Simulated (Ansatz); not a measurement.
# CH₂AlBClF: how energies converge with the basis set

How large a basis does CH₂AlBClF need? Two functionals are run in growing sets.

Computed with Ansatz 0.2.0, Gaussian basis. Level: one geometry, several basis sets.

The runs, in order: PBE0-D4/def2-SVP; ωB97M-V/def2-SVP; PBE0-D4/def2-QZVPP; ωB97M-V/def2-QZVPP; the functionals' def2-TZVPP values are taken from earlier runs.

### 1 The geometry

All runs share one geometry, relaxed beforehand with PBE0-D4 in a triple-zeta def2 set.

7 atoms, charge 0, spin multiplicity 1.

Atoms are counted from 1 here; the program's logs count them from 0.

Bond lengths: F1–C2 1.316 Å, C2–B4 1.351 Å, C2–Al5 1.998 Å, Cl3–Al5 2.091 Å, B4–Al5 2.426 Å, B4–H6 1.173 Å, Al5–H7 1.571 Å. Angles: F1–C2–B4 151.0°, F1–C2–Al5 118.2°, B4–C2–Al5 90.8°, C2–B4–Al5 55.4°, C2–B4–H6 164.4°, Al5–B4–H6 109.0°, C2–Al5–Cl3 111.1°, C2–Al5–B4 33.8°, C2–Al5–H7 127.9°, Cl3–Al5–B4 145.0°, Cl3–Al5–H7 121.0°, B4–Al5–H7 94.1°.

### 2 PBE0-D4 in def2-SVP

in.yaml reads:

```yaml
crystal:
  periodic: [false, false, false]
  atoms:
    - {symbol: F, position_ang: [-1.452141, -1.663185, 0.063506]}
    - {symbol: C, position_ang: [-0.949180, -0.460170, 0.242163]}
    - {symbol: Cl, position_ang: [1.734099, -1.810998, -1.289983]}
    - {symbol: B, position_ang: [-1.054205, 0.809841, 0.689480]}
    - {symbol: Al, position_ang: [0.907501, -0.106975, -0.404882]}
    - {symbol: H, position_ang: [-0.849277, 1.932230, 0.963825]}
    - {symbol: H, position_ang: [1.724504, 1.231157, -0.309810]}
basis:
  gaussian: {orbitals: def2-SVP}
hamiltonian: {xc: pbe0, dispersion: d4}
output: {orbitals: {seedname: orbitals}}
```

Run with:

```console
$ ansatz run in.yaml --threads 2 --pin off --events-out ev --progress --plain --max-ram 4352MiB
```

The program printed:

```text
Functional definition: PBE0
  name "PBE0"
  cite "Adamo & Barone, J. Chem. Phys. 110, 6158 (1999) doi:10.1063/1.478522"
  cite "Perdew, Burke & Ernzerhof, Phys. Rev. Lett. 77, 3865 (1996) doi:10.1103/PhysRevLett.77.3865"
  parent pbe
  parameter a = 0.25
  parameter kappa = 0.804
  parameter beta = 0.06672455060314922
  exchange = (1 - a)*pbe_x(kappa = kappa, mu = beta*pi^2/3) + a*exact_x
  correlation = pbe_c(beta = beta)
840 factors; integrals over basis functions are off by at most 8.6e-4 eV
mean field evaluation 1: about -23557.2122 eV, gradient 3.2e1 eV
mean field evaluation 2: about -23555.9443 eV, gradient 3.7e1 eV
mean field evaluation 4: about -23559.9804 eV, gradient 2.7e0 eV
mean field evaluation 8: about -23560.1561 eV, gradient 5.5e-1 eV
mean field evaluation 16: about -23560.1568 eV, gradient 8.3e-5 eV
mean field -23560.15680924 eV, -865.8197930917 hartree, gradient 8.3e-5 eV, S^2 0.000000; 0 other end points of the search recorded, 0 dependent functions left out
reference -23560.15683588 eV, -865.8197940707 hartree; 26, 26 occupied and 62, 62 virtual orbitals, 840 factors
Total energy: -23560.29195552 eV, -865.8247596260 hartree
```

It took 1.6 s on 2 threads of Arm Neoverse V1, shared host.

### 3 ωB97M-V in def2-SVP

Changes to in.yaml since step 2:

```diff
@@ -12,3 +12,3 @@
   gaussian: {orbitals: def2-SVP}
-hamiltonian: {xc: pbe0, dispersion: d4}
+hamiltonian: {xc: {name: wB97M-V}}
 output: {orbitals: {seedname: orbitals}}
```

Same command.

The program printed:

```text
Functional definition: wB97M-V
  name "wB97M-V"
  cite "Mardirossian & Head-Gordon, J. Chem. Phys. 144, 214110 (2016) doi:10.1063/1.4952647"
  cite "Becke, J. Chem. Phys. 107, 8554 (1997) doi:10.1063/1.475007"
  cite "Vydrov & Van Voorhis, J. Chem. Phys. 133, 244103 (2010) doi:10.1063/1.3521275"
  # Of w^i u^j: cxij and so on, Table III.
  parameter omega = 0.3/bohr
  parameter cx = 0.15
  parameter cx01 = 1.007
  parameter cx10 = 0.259
  parameter css00 = 0.443
  parameter css04 = -1.437
  parameter css10 = -4.535
  parameter css20 = -3.390
  parameter css43 = 4.278
  parameter cos00 = 1.000
  parameter cos10 = 1.358
  parameter cos20 = 2.924
  parameter cos21 = -8.812
  parameter cos60 = -1.390
  parameter cos61 = 9.142
  parameter b = 6.0
  parameter c = 0.01
  gx(w, u) = 1 - cx + cx01*u + cx10*w
  gss(w, u) = css00 + css04*u^4 + css10*w + css20*w^2 + css43*w^4*u^3
  gos(w, u) = cos00 + cos10*w + (cos20 + cos21*u)*w^2 + (cos60 + cos61*u)*w^6
  exchange = spin_sum(e_x_unif_sr(omega)*gx(b97_w, b97_u_x)) + cx*exact_x_sr(omega) + exact_x_lr(omega)
  correlation = spin_sum(e_c_pw_mod_same_spin*gss(b97_w, b97_u_same))
      + integral(e_c_pw_mod_opposite_spin*gos(b97_w_opposite, b97_u_opposite)) + vv10(b, c)
840 factors; integrals over basis functions are off by at most 8.6e-4 eV
236 factors; integrals over basis functions are off by at most 1.2e-5 eV
mean field evaluation 1: about -23567.7586 eV, gradient 2.7e1 eV
mean field evaluation 2: about -23568.8400 eV, gradient 2.0e1 eV
mean field evaluation 4: about -23569.7499 eV, gradient 1.2e0 eV
mean field evaluation 8: about -23569.8474 eV, gradient 9.1e-2 eV
mean field evaluation 16: about -23569.8475 eV, gradient 2.0e-4 eV
mean field -23569.84749166 eV, -866.1759191022 hartree, gradient 3.5e-5 eV, S^2 0.000000; 0 other end points of the search recorded, 0 dependent functions left out
reference -23569.84753379 eV, -866.1759206505 hartree; 26, 26 occupied and 62, 62 virtual orbitals, 840 factors
Total energy: -23569.84753379 eV, -866.1759206505 hartree
```

Wall time 8 s (2 threads of Arm Neoverse V1, shared host).

### 4 PBE0-D4 in def2-QZVPP

Changes to in.yaml since step 3:

```diff
@@ -11,4 +11,4 @@
 basis:
-  gaussian: {orbitals: def2-SVP}
-hamiltonian: {xc: {name: wB97M-V}}
+  gaussian: {orbitals: "def2-QZVPP.json"}
+hamiltonian: {xc: pbe0, dispersion: d4}
 output: {orbitals: {seedname: orbitals}}
```

The command is unchanged.

The program printed:

```text
Functional definition: PBE0
  name "PBE0"
  cite "Adamo & Barone, J. Chem. Phys. 110, 6158 (1999) doi:10.1063/1.478522"
  cite "Perdew, Burke & Ernzerhof, Phys. Rev. Lett. 77, 3865 (1996) doi:10.1103/PhysRevLett.77.3865"
  parent pbe
  parameter a = 0.25
  parameter kappa = 0.804
  parameter beta = 0.06672455060314922
  exchange = (1 - a)*pbe_x(kappa = kappa, mu = beta*pi^2/3) + a*exact_x
  correlation = pbe_c(beta = beta)
1446 factors; their error is unknown
mean field evaluation 1: about -23568.4960 eV, gradient 4.3e1 eV
mean field evaluation 2: about -23565.1800 eV, gradient 5.2e1 eV
mean field evaluation 4: about -23572.8058 eV, gradient 4.0e0 eV
mean field evaluation 8: about -23572.8512 eV, gradient 1.5e-1 eV
mean field evaluation 16: about -23572.8725 eV, gradient 1.9e-4 eV
mean field -23572.87252246 eV, -866.2870869334 hartree, gradient 3.8e-5 eV, S^2 0.000000; 0 other end points of the search recorded, 0 dependent functions left out
reference -23572.87256041 eV, -866.2870883283 hartree; 26, 26 occupied and 345, 345 virtual orbitals, 1446 factors
Total energy: -23573.00768006 eV, -866.2920538836 hartree
```

It took 12 s on 2 threads of Arm Neoverse V1, shared host; peak memory 1.1 GiB.

### 5 ωB97M-V in def2-QZVPP

Changes to in.yaml since step 4:

```diff
@@ -12,3 +12,3 @@
   gaussian: {orbitals: "def2-QZVPP.json"}
-hamiltonian: {xc: pbe0, dispersion: d4}
+hamiltonian: {xc: {name: wB97M-V}}
 output: {orbitals: {seedname: orbitals}}
```

Same command.

The program printed:

```text
Functional definition: wB97M-V
  name "wB97M-V"
  cite "Mardirossian & Head-Gordon, J. Chem. Phys. 144, 214110 (2016) doi:10.1063/1.4952647"
  cite "Becke, J. Chem. Phys. 107, 8554 (1997) doi:10.1063/1.475007"
  cite "Vydrov & Van Voorhis, J. Chem. Phys. 133, 244103 (2010) doi:10.1063/1.3521275"
  # Of w^i u^j: cxij and so on, Table III.
  parameter omega = 0.3/bohr
  parameter cx = 0.15
  parameter cx01 = 1.007
  parameter cx10 = 0.259
  parameter css00 = 0.443
  parameter css04 = -1.437
  parameter css10 = -4.535
  parameter css20 = -3.390
  parameter css43 = 4.278
  parameter cos00 = 1.000
  parameter cos10 = 1.358
  parameter cos20 = 2.924
  parameter cos21 = -8.812
  parameter cos60 = -1.390
  parameter cos61 = 9.142
  parameter b = 6.0
  parameter c = 0.01
  gx(w, u) = 1 - cx + cx01*u + cx10*w
  gss(w, u) = css00 + css04*u^4 + css10*w + css20*w^2 + css43*w^4*u^3
  gos(w, u) = cos00 + cos10*w + (cos20 + cos21*u)*w^2 + (cos60 + cos61*u)*w^6
  exchange = spin_sum(e_x_unif_sr(omega)*gx(b97_w, b97_u_x)) + cx*exact_x_sr(omega) + exact_x_lr(omega)
  correlation = spin_sum(e_c_pw_mod_same_spin*gss(b97_w, b97_u_same))
      + integral(e_c_pw_mod_opposite_spin*gos(b97_w_opposite, b97_u_opposite)) + vv10(b, c)
1387 factors; their error is unknown
311 factors; integrals over basis functions are off by at most 1.4e-5 eV
mean field evaluation 1: about -23579.6213 eV, gradient 3.5e1 eV
mean field evaluation 2: about -23580.8132 eV, gradient 2.9e1 eV
mean field evaluation 4: about -23582.5866 eV, gradient 1.7e0 eV
mean field evaluation 8: about -23582.5978 eV, gradient 6.8e-2 eV
mean field evaluation 16: about -23582.6058 eV, gradient 1.8e-4 eV
mean field -23582.60580440 eV, -866.6447784473 hartree, gradient 5.9e-5 eV, S^2 0.000000; 0 other end points of the search recorded, 0 dependent functions left out
reference -23582.60586593 eV, -866.6447807085 hartree; 26, 26 occupied and 345, 345 virtual orbitals, 1387 factors
Total energy: -23582.60586593 eV, -866.6447807085 hartree
```

It took 28 s on 2 threads of Arm Neoverse V1, shared host; peak memory 1.2 GiB.

### 6 Density functionals: the series

The def2-TZVPP values come from earlier runs at the same geometry.

| functional | basis | functions | energy (eV) | from the largest (eV) | HOMO (eV) | LUMO (eV) |
| --- | --- | --- | --- | --- | --- | --- |
| PBE0-D4 | def2-SVP | 88 | -23560.2920 | 12.716 | -7.39 | -2.02 |
| PBE0-D4 | def2-TZVPP | 205 | -23572.1929 | 0.815 | -7.44 | -2.10 |
| PBE0-D4 | def2-QZVPP | 371 | -23573.0077 | 0.000 | -7.46 | -2.13 |
| ωB97M-V | def2-SVP | 88 | -23569.8475 | 12.758 | -9.52 | 0.04 |
| ωB97M-V | def2-TZVPP | 205 | -23581.8356 | 0.770 | -9.60 | -0.13 |
| ωB97M-V | def2-QZVPP | 371 | -23582.6059 | 0.000 | -9.63 | -0.25 |

### 7 Summary of results

```
                                       quantity           value
PBE0-D4: double and triple zeta above quadruple  12.72, 0.81 eV
ωB97M-V: double and triple zeta above quadruple  12.76, 0.77 eV
```

In words: PBE0-D4 gains 11.90 eV from double to triple zeta, then 0.81 eV more. These are total energies; as a rule much of such shifts cancels in differences, which this series doesn't test.

For PBE0-D4 the largest set took about 7 times as long as the smallest (12 s against 1.6 s).
